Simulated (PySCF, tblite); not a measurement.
# C₅H₁₂GeOSi: geometry, infrared bands and NMR shifts

Aim: predict the infrared bands and NMR shifts of C₅H₁₂GeOSi (`[GeH3][CH2][Si@H]1CC=CCO1`).

Computed with tblite 0.8.0 and PySCF 2.14.0, with density-fitted response routines of our own, on a single molecule in the gas phase. Atoms count from 0, in the outputs and in this text.

## Step 1: The molecule as given

20 atoms, charge 0, multiplicity 1; geometry from: force field or distance geometry start.

Bonds of the start (Å): Ge0–C1 1.97, C1–Si2 1.83, Si2–C3 1.88, C3–C4 1.49, C4–C5 1.33, C5–C6 1.44, C6–O7 1.35, O7–Si2 1.68, Ge0–H8 1.56, Ge0–H9 1.52, Ge0–H10 1.56, C1–H11 1.12, C1–H12 1.10, Si2–H13 1.48, C3–H14 1.09, C3–H15 1.10, C4–H16 1.10, C5–H17 1.10, C6–H18 1.13, C6–H19 1.14.

## Step 2: Optimising the geometry with GFN2-xTB

Job settings and geometry (Å):

```
{"job": {"kind": "relax", "xc": "GFN2-xTB", "basis": "xTB"}, "charge": 0, "multiplicity": 1}
Ge     3.109900     0.176700     0.039300
C      1.757100    -1.247800     0.159100
Si     0.167000    -0.382100     0.401800
C     -0.410000     0.492600    -1.162600
C     -1.797800     0.999800    -0.936500
C     -2.595000     0.488900    -0.002300
C     -2.269300    -0.571000     0.912400
O     -1.166700    -1.339000     0.780100
H      2.482500     1.454900     0.673200
H      4.363500    -0.128300     0.849500
H      3.379000     0.532200    -1.455500
H      2.035900    -1.908800     1.024600
H      1.821000    -1.829700    -0.777100
H      0.384700     0.658400     1.432600
H     -0.364200    -0.134400    -2.054600
H      0.259700     1.358200    -1.291000
H     -2.162500     1.819500    -1.577300
H     -3.593700     0.951700     0.055700
H     -3.165000    -1.259700     0.967300
H     -2.241200    -0.121500     1.958400
```

On the command line:

```bash
$ OMP_NUM_THREADS=1 python probes_run.py task.json out
```

The driver reads the jobs from task.json and runs them one after another.

Standard output:

```text
step      E/eV     max force
  0    -667.36802    3.686
  1    -667.67943    1.234
  2    -667.71554    0.952
  3    -667.75621    0.602
  4    -667.80155    0.434
  5    -667.81258    0.310
  6    -667.83307    0.340
  7    -667.84135    0.345
  8    -667.85226    0.197
  9    -667.85589    0.128
 10    -667.85943    0.178
 11    -667.86322    0.275
 12    -667.86895    0.337
 13    -667.87509    0.281
 14    -667.88096    0.146
 15    -667.88683    0.190
 16    -667.89464    0.278
 17    -667.90519    0.355
 18    -667.91636    0.276
 19    -667.92643    0.223
 20    -667.93702    0.260
 21    -667.94947    0.335
 22    -667.96139    0.329
 23    -667.96997    0.239
 24    -667.97600    0.161
 25    -667.98187    0.299
 26    -667.98984    0.368
 27    -667.99820    0.271
 28    -668.00424    0.159
 29    -668.00871    0.153
 30    -668.01321    0.286
 31    -668.01783    0.350
 32    -668.02252    0.231
 33    -668.02603    0.124
 34    -668.02784    0.115
 35    -668.03017    0.134
 36    -668.03266    0.116
 37    -668.03429    0.065
 38    -668.03521    0.056
 39    -668.03599    0.065
 40    -668.03679    0.069
 41    -668.03754    0.054
 42    -668.03817    0.055
 43    -668.03870    0.052
 44    -668.03930    0.066
 45    -668.04005    0.063
 46    -668.04090    0.076
 47    -668.04168    0.068
 48    -668.04227    0.056
 49    -668.04283    0.063
 50    -668.04353    0.057
 51    -668.04423    0.052
 52    -668.04484    0.063
 53    -668.04540    0.065
 54    -668.04595    0.055
 55    -668.04649    0.048
 56    -668.04698    0.051
 57    -668.04744    0.046
 58    -668.04793    0.066
 59    -668.04852    0.079
 60    -668.04917    0.079
 61    -668.04986    0.068
 62    -668.05065    0.066
 63    -668.05162    0.066
 64    -668.05270    0.079
 65    -668.05373    0.075
 66    -668.05454    0.060
 67    -668.05521    0.062
 68    -668.05582    0.060
 69    -668.05641    0.055
 70    -668.05699    0.050
 71    -668.05756    0.053
 72    -668.05804    0.067
 73    -668.05839    0.050
 74    -668.05876    0.047
 75    -668.05928    0.048
 76    -668.05990    0.061
 77    -668.06070    0.080
 78    -668.06147    0.067
 79    -668.06215    0.064
 80    -668.06283    0.065
 81    -668.06358    0.061
 82    -668.06419    0.059
 83    -668.06455    0.037
 84    -668.06478    0.035
 85    -668.06502    0.049
 86    -668.06528    0.053
 87    -668.06551    0.051
 88    -668.06569    0.031
 89    -668.06581    0.026
 90    -668.06590    0.026
 91    -668.06602    0.030
 92    -668.06614    0.036
 93    -668.06628    0.035
 94    -668.06643    0.033
 95    -668.06655    0.021
 96    -668.06662    0.019
 97    -668.06667    0.023
 98    -668.06673    0.022
 99    -668.06679    0.020
100    -668.06685    0.020
101    -668.06691    0.022
102    -668.06698    0.025
103    -668.06705    0.021
104    -668.06712    0.017
105    -668.06717    0.020
106    -668.06723    0.026
107    -668.06730    0.027
108    -668.06739    0.021
109    -668.06746    0.020
110    -668.06750    0.018
111    -668.06753    0.016
112    -668.06755    0.012
113    -668.06758    0.010
114    -668.06760    0.010
```

Run time: 0.91 s. Hardware: 1 thread of Arm Neoverse V2, shared host; peak memory 0.18 GiB.

Step by step: (not every step is listed)

```
step  energy from step 0 (eV)  largest force (eV/Å)
   0                   0.0000                3.6862
   1                  -0.3114                1.2341
   2                  -0.3475                0.9524
   3                  -0.3882                0.6016
   4                  -0.4335                0.4336
   5                  -0.4446                0.3096
   6                  -0.4651                0.3403
   7                  -0.4733                0.3455
   8                  -0.4842                0.1973
  18                  -0.5483                0.2759
  28                  -0.6362                0.1588
  38                  -0.6672                0.0562
  48                  -0.6743                0.0560
  58                  -0.6799                0.0662
  68                  -0.6878                0.0598
  78                  -0.6934                0.0668
  88                  -0.6977                0.0308
  98                  -0.6987                0.0225
 108                  -0.6994                0.0212
 109                  -0.6994                0.0200
 110                  -0.6995                0.0176
 111                  -0.6995                0.0160
 112                  -0.6995                0.0118
 113                  -0.6996                0.0098
 114                  -0.6996                0.0100
```

Distances of close pairs at the start and the end, largest changes first:

```
   bond  before (Å)  after (Å)  change (Å)
 Ge0–H8       1.559      1.494      -0.065
Ge0–H10       1.560      1.496      -0.064
 Si2–O7       1.684      1.624      -0.060
 C1–Si2       1.827      1.886      +0.059
  C5–C6       1.437      1.496      +0.058
  C6–O7       1.350      1.397      +0.047
 C6–H19       1.139      1.100      -0.039
 C1–H11       1.124      1.087      -0.037
```

The final coordinates are the input of the step that follows.

## Step 3: Infrared spectrum with GFN2-xTB

Job settings and geometry (Å):

```
{"job": {"kind": "ir", "xc": "GFN2-xTB", "basis": "xTB"}, "charge": 0, "multiplicity": 1}
Ge     3.226202     0.012487    -0.108730
C      1.721282    -1.094066     0.451543
Si     0.187321    -0.007015     0.597033
C     -0.373829     0.791009    -1.030543
C     -1.858898     0.954046    -0.992762
C     -2.692233     0.315129    -0.187571
C     -2.359982    -0.688133     0.870939
O     -1.010880    -1.023394     1.007784
H      3.472303     1.129086     0.853004
H      4.506806    -0.765094    -0.212288
H      2.997883     0.638737    -1.447844
H      1.938602    -1.545518     1.416002
H      1.566625    -1.905003    -0.256607
H      0.353211     1.051821     1.608952
H     -0.115806     0.157605    -1.884860
H      0.090835     1.758744    -1.220847
H     -2.274887     1.655611    -1.706779
H     -3.755746     0.502629    -0.258101
H     -2.900434    -1.621143     0.662037
H     -2.723523    -0.306859     1.836604
```

Standard output:

```text
mode    cm-1     km/mol
  1      36.5      0.19
  2      60.3      0.45
  3      77.6      0.43
  4     114.3      1.35
  5     139.7      3.51
  6     151.5      1.07
  7     231.3     12.83
  8     312.1     11.78
  9     360.0      0.83
 10     432.7      1.29
 11     451.7     30.61
 12     490.1     50.55
 13     621.1     19.82
 14     627.9     41.01
 15     673.5     36.15
 16     679.3     58.36
 17     708.1     91.51
 18     729.8    186.31
 19     776.8    130.50
 20     786.2    297.52
 21     791.4    194.55
 22     825.8     67.80
 23     836.8    195.56
 24     870.3     84.20
 25     872.8    103.08
 26     922.4     11.03
 27     927.8      7.42
 28     984.0      1.49
 29     987.4      3.41
 30    1024.0      7.54
 31    1095.1    130.64
 32    1110.7      9.71
 33    1147.8     99.42
 34    1214.4     75.44
 35    1218.3      4.95
 36    1281.6     12.66
 37    1330.0     13.11
 38    1359.3     23.45
 39    1429.9      0.86
 40    1452.4      4.90
 41    1460.1      3.38
 42    1738.0     12.10
 43    1960.9    222.68
 44    2044.4    460.59
 45    2072.4    422.60
 46    2173.7    351.10
 47    2854.4     47.92
 48    2897.5     51.19
 49    2929.5     30.17
 50    2985.9     32.20
 51    2988.2     27.55
 52    3000.5     22.41
 53    3025.6     50.20
 54    3059.3     68.09
```

Run time: 0.81 s. Hardware: 1 thread of Arm Neoverse V2, shared host; peak memory 0.18 GiB.

Which atoms move in the most intense modes:

```
cm⁻¹  km/mol                                  atoms
 730   186.3  C1 27 %, H13 24 %, H12 16 %, H11 12 %
 786   297.5   H8 16 %, H9 14 %, H10 13 %, H14 10 %
 791   194.6            H14 17 %, C3 16 %, Si2 10 %
 837   195.6                      Si2 30 %, C1 25 %
1961   222.7             H9 61 %, H10 21 %, H8 17 %
2044   460.6             H10 46 %, H9 37 %, H8 16 %
2072   422.6                      H8 66 %, H10 31 %
2174   351.1                               H13 96 %
```

## Step 4: NMR shieldings: PBE0/pcSseg-1

Settings changed since step 3:

```diff
@@ -1,2 +1,2 @@
-{"job": {"kind": "ir", "xc": "GFN2-xTB", "basis": "xTB"}, "charge": 0, "multiplicity": 1}
+{"job": {"kind": "nmr", "xc": "PBE0", "basis": "pcSseg-1"}, "charge": 0, "multiplicity": 1}
 Ge     3.226202     0.012487    -0.108730
```

With the program's defaults for keys left out, this is: GIAO PBE0/pcSseg-1 NMR shielding, non-relativistic, gas phase.

Standard output:

```text
coarse grid: 74576 points
cycle   1  E = -2638.3767927785  dE =  3.532e-01  |g| = 1.112e+00  |ddm| = 4.167e+00
cycle   2  E = -2638.2366680428  dE =  1.401e-01  |g| = 1.368e+00  |ddm| = 1.919e+00
cycle   3  E = -2638.5147607119  dE = -2.781e-01  |g| = 2.195e-01  |ddm| = 1.430e+00
cycle   4  E = -2638.5228287582  dE = -8.068e-03  |g| = 6.683e-02  |ddm| = 2.151e-01
cycle   5  E = -2638.5234505609  dE = -6.218e-04  |g| = 1.059e-02  |ddm| = 5.189e-02
cycle   6  E = -2638.5234726633  dE = -2.210e-05  |g| = 4.186e-03  |ddm| = 1.385e-02
cycle   7  E = -2638.5234768799  dE = -4.217e-06  |g| = 1.310e-03  |ddm| = 4.784e-03
final grid: 156680 points
cycle   8  E = -2638.5235511503  dE =  6.267e-07  |g| = 2.131e-03  |ddm| = 3.773e-03
cycle   9  E = -2638.5235487699  dE =  2.380e-06  |g| = 3.710e-03  |ddm| = 4.884e-03
cycle  10  E = -2638.5235523109  dE = -3.541e-06  |g| = 1.583e-04  |ddm| = 3.097e-03
cycle  11  E = -2638.5235523165  dE = -5.632e-09  |g| = 2.745e-05  |ddm| = 1.665e-04
cycle  12  E = -2638.5235523167  dE = -1.319e-10  |g| = 5.316e-06  |ddm| = 2.658e-05
converged SCF energy = -2638.5235523167

GIAO shielding tensors (ppm)
atom      isotropic    diamagn.    paramagn.     s11        s22        s33       span
  0 Ge    1585.485    2755.166   -1169.681   1521.661   1535.887   1698.906    177.246
  1 C      193.214     258.334     -65.120    188.067    192.237    199.338     11.271
  2 Si     362.587     882.055    -519.468    319.966    372.474    395.323     75.357
  3 C      173.205     257.370     -84.165    153.476    177.758    188.381     34.906
  4 C       56.863     253.663    -196.800    -51.406     57.401    164.593    215.999
  5 C       50.370     257.957    -207.587    -62.677     62.733    151.053    213.729
  6 C      119.117     238.306    -119.188     99.296    103.882    154.174     54.878
  7 O      308.209     399.986     -91.776    261.570    318.789    344.268     82.698
  8 H       28.372      29.116      -0.744     21.553     23.621     39.942     18.390
  9 H       28.093      28.012       0.080     21.264     22.312     40.703     19.439
 10 H       28.473      29.635      -1.161     21.084     24.873     39.463     18.379
 11 H       31.404      31.154       0.249     25.319     29.268     39.625     14.306
 12 H       31.534      33.027      -1.492     26.049     29.280     39.274     13.225
 13 H       26.604      31.262      -4.658     23.041     25.622     31.148      8.108
 14 H       30.189      33.583      -3.393     25.637     29.765     35.166      9.530
 15 H       30.441      33.037      -2.595     25.439     30.197     35.687     10.248
 16 H       25.462      29.525      -4.063     22.177     26.493     27.717      5.540
 17 H       26.045      28.437      -2.392     24.416     26.019     27.700      3.284
 18 H       26.856      27.297      -0.441     21.846     25.848     32.874     11.028
 19 H       26.868      27.327      -0.460     21.917     25.720     32.966     11.049
```

Wall time 52 s (1 thread of Arm Neoverse V2, shared host); peak memory 1.1 GiB.

Shifts follow as δ = σ(reference) − σ, with reference shieldings (ppm) from runs at the same level and on the same kind of geometry: 1H TMS 31.72, 13C TMS 186.9, 29Si TMS 349.2, 17O H2O 336.1, 73Ge GeMe4 1331. The references are single molecules in the gas phase, so shifts against H2O, NH3, PH3, H3PO4 or CFCl3 are not on the usual liquid scales and can be off by tens of ppm. Atoms listed in one row are averaged.

```
      atoms                                                   environment  σ (ppm)  δ (ppm)
         C5                                                     alkene CH     50.4    136.6
         C4                                                     alkene CH     56.9    130.1
         C6                                   allylic sp3 CH2 bonded to O    119.1     67.8
         C3                                  allylic sp3 CH2 bonded to Si    173.2     13.7
         C1                                   sp3 CH2 bonded to Ge and Si    193.2     -6.3
        H16                                      hydrogen on an alkene CH    25.46     6.25
        H17                                      hydrogen on an alkene CH    26.05     5.67
        H13  hydrogen on a silicon bonded to 2 C, O, in a 6-membered ring    26.60     5.11
        H18                    hydrogen on an allylic sp3 CH2 bonded to O    26.86     4.86
        H19                    hydrogen on an allylic sp3 CH2 bonded to O    26.87     4.85
H8, H9, H10                           hydrogen on a germanium bonded to C    28.31     3.40
        H14                   hydrogen on an allylic sp3 CH2 bonded to Si    30.19     1.53
        H15                   hydrogen on an allylic sp3 CH2 bonded to Si    30.44     1.28
        H11                    hydrogen on an sp3 CH2 bonded to Ge and Si    31.40     0.31
        H12                    hydrogen on an sp3 CH2 bonded to Ge and Si    31.53     0.18
        Ge0                                    germanium bonded to C, 3 H     1585     -255
        Si2             silicon bonded to 2 C, O, H, in a 6-membered ring    362.6    -13.4
         O7                  oxygen bonded to C, Si, in a 6-membered ring    308.2     27.9
```

Charges from the same density, by scheme (e):

```
atoms  Mulliken    IAO  Hirshfeld  ESP fit
  Ge0      0.17   0.48       0.30     0.39
   C1     -0.79  -0.80      -0.24    -0.74
  Si2      1.02   1.14       0.41     0.88
   C3     -0.51  -0.58      -0.17    -0.22
   C4     -0.17  -0.15      -0.05    -0.24
   C5     -0.26  -0.19      -0.06    -0.25
   C6      0.17  -0.06       0.01     0.32
   O7     -0.63  -0.64      -0.23    -0.57
```

Mayer bond orders: Ge0–C1 0.98, C1–Si2 0.88, Si2–C3 0.87, C3–C4 1.05, C4–C5 1.94, C5–C6 1.05, C6–O7 0.90, O7–Si2 1.00.

Ring of atoms Si2, C3, C4, C5, C6, O7: NICS(0) 0.3, NICS(1) -0.8, NICS(1)zz 2.8 ppm (means of both faces).

## Step 5: What came out

```
                                                              quantity                                                           value
                             strongest single infrared mode (GFN2-xTB)                                           2044 cm⁻¹, 461 km/mol
                                          zero-point energy (GFN2-xTB)                                                   93.4 kcal/mol
                                13C shifts against TMS (PBE0/pcSseg-1)                              136.6, 130.1, 67.8, 13.7, -6.3 ppm
1H shifts against TMS (PBE0/pcSseg-1, means over atoms taken as alike)  6.25, 5.67, 5.11, 4.86, 4.85, 3.40, 1.53, 1.28, 0.31, 0.18 ppm
                             73Ge shifts against GeMe4 (PBE0/pcSseg-1)                                                        -255 ppm
                               29Si shifts against TMS (PBE0/pcSseg-1)                                                       -13.4 ppm
                                17O shifts against H2O (PBE0/pcSseg-1)                                                        27.9 ppm
```

What this shows: Over 114 steps the energy fell by 0.700 eV; of the close pairs, Ge0–H8 changed most, 1.559 to 1.494 Å. All 54 modes are real, so the xTB geometry is a minimum. The strongest single mode, at 2044 cm⁻¹, moves mainly H10 and H9. Unscaled tight-binding wavenumbers are off by several per cent, some by more. Its intensities can rank the bands wrongly. Spin-orbit coupling is left out, which matters for shieldings and couplings at and beside the heavy atoms.
